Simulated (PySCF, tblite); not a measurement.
# CH₁₀O₂PSi₃ radical: geometry, infrared bands and EPR parameters

Wanted: the infrared bands and EPR parameters of CH₁₀O₂PSi₃ radical (`O[CH]O[SiH2]P([SiH3])[SiH3]`), by calculation.

Computed with tblite 0.8.0 and PySCF 2.14.0, with density-fitted response routines of our own, on a single molecule in the gas phase. Atoms are numbered from 0 throughout.

## 1. Starting geometry

17 atoms, charge 0, multiplicity 2; geometry from: force field or distance geometry start.

Bonds of the start (Å): O0–C1 1.37, C1–O2 1.35, O2–Si3 1.68, Si3–P4 2.20, P4–Si5 2.20, P4–Si6 2.19, O0–H7 0.97, C1–H8 1.07, Si3–H9 1.48, Si3–H10 1.47, Si5–H11 1.48, Si5–H12 1.48, Si5–H13 1.49, Si6–H14 1.49, Si6–H15 1.47, Si6–H16 1.48.

## 2. Geometry optimisation with GFN2-xTB

What the job is given:

```
{"job": {"kind": "relax", "xc": "GFN2-xTB", "basis": "xTB"}, "charge": 0, "multiplicity": 2}
O      4.158500    -0.999600    -0.181800
C      3.119000    -0.109600    -0.084300
O      1.917300    -0.517000     0.367800
Si     0.669800     0.596900     0.474100
P     -1.112600    -0.459000     1.209100
Si    -1.572100    -1.445100    -0.702800
Si    -2.469200     1.238000     0.899800
H      3.866900    -1.875700     0.111400
H      3.351400     0.895700    -0.356200
H      1.031400     1.637700     1.468200
H      0.437600     1.230700    -0.834500
H     -1.515300    -0.497800    -1.834900
H     -2.935700    -2.019200    -0.610000
H     -0.592000    -2.542100    -0.928100
H     -2.194200     2.266700     1.940800
H     -2.302000     1.845200    -0.424400
H     -3.865800     0.766200     1.055800
```

Launch:

```sh
$ OMP_NUM_THREADS=1 python probes_run.py task.json out
```

This one command runs all jobs of the session in turn.

**Question.** This job is followed by: GFN2-xTB harmonic vibrations, gas phase; UKS B3LYP, pcH-1 on C H O P Si, non-relativistic, mean-field spin-orbit, GIAO. Predict these results of the whole session: strongest single infrared mode (GFN2-xTB); zero-point energy (GFN2-xTB); g(iso) (B3LYP); ⟨S²⟩; largest a(iso) (averaged by class); potential on the surface of density 0.002 e/bohr³, 1st and 99th percentile.

The runs gave:

```
                                                                  quantity                 value
                                 strongest single infrared mode (GFN2-xTB)  746 cm⁻¹, 786 km/mol
                                              zero-point energy (GFN2-xTB)         61.9 kcal/mol
                                                            g(iso) (B3LYP)               2.00317
                                                                      ⟨S²⟩    0.753 (exact 0.75)
                                        largest a(iso) (averaged by class)  13C on C1, 254.3 MHz
potential on the surface of density 0.002 e/bohr³, 1st and 99th percentile    -1.24 V and 1.98 V
```

Over 75 steps the energy fell by 0.255 eV; of the close pairs, O2–Si3 changed most, 1.676 to 1.624 Å. No mode is imaginary among the 45: a minimum at this level. The strongest single mode, at 746 cm⁻¹, has its largest shares on H12, H16, H13 and H14 (the list is cut at 4 atoms). Unscaled tight-binding wavenumbers are off by several per cent, some by more. Its intensities can rank the bands wrongly. Most of the unpaired spin sits on C1 (0.82 e). The isotropic g lies 0.8 ppt above the free-electron value. These values are for one conformer; the search (at its own cheap level) found 2 more, at 1.34, 2.09 kcal/mol, and measured spectra average over such forms.
